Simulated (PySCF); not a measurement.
# Cl4H4O2Zr (cis-Zr(H2O)2Cl4): the cost of one run

Programs: PySCF 2.14.0, with density-fitted response routines of our own. Each step states its level of theory. These are calculated values for one molecule in the gas phase, unless marked as measured. Atoms count from 0, in the outputs and in this text.

## 1. The starting structure

11 atoms, charge 0, multiplicity 1; geometry from: GFN2-xTB. The atoms were then displaced at random by about 0.03 Å, so the start is not that level's minimum.

Bonds of the start (Å): Zr0–O1 2.21, Zr0–Cl4 2.33, Zr0–O5 2.15, Zr0–Cl8 2.38, Zr0–Cl9 2.39, Zr0–Cl10 2.27, O1–H2 0.97, O1–H3 0.89, O5–H6 0.97, O5–H7 1.00.

## 2. Optimising the geometry at PBE0-D3(BJ)/def2-SVP

The job: settings as JSON, then the geometry in Å.

```
{"job": {"xc": "PBE0", "basis": "def2-SVP", "d3": "d3bj", "grid": 1, "maxiter": 40, "shake": 0.03, "kind": "geom"}, "charge": 0, "multiplicity": 1}
Zr    -0.392160    -0.076650    -0.445040
O     -0.485430     0.067210     1.754980
H     -0.598230    -0.872090     1.982280
H     -1.185060     0.532840     2.046270
Cl    -0.185610    -0.185800    -2.764580
O      1.754210    -0.056860    -0.452560
H      2.041480     0.867180    -0.530280
H      2.122200    -0.517780    -1.261790
Cl    -2.738220     0.169480    -0.150030
Cl     0.061310     2.267180    -0.253720
Cl    -0.296420    -2.280200     0.105350
```

Command:

```console
$ OMP_NUM_THREADS=1 python probes_run.py task.json out
```

This one command runs all jobs of the session in turn.

Q: Estimate the wall time and peak memory of this first job on 1 thread of Intel Xeon at 2.50GHz, shared host.

About 14 min, with a peak of 0.61 GiB.
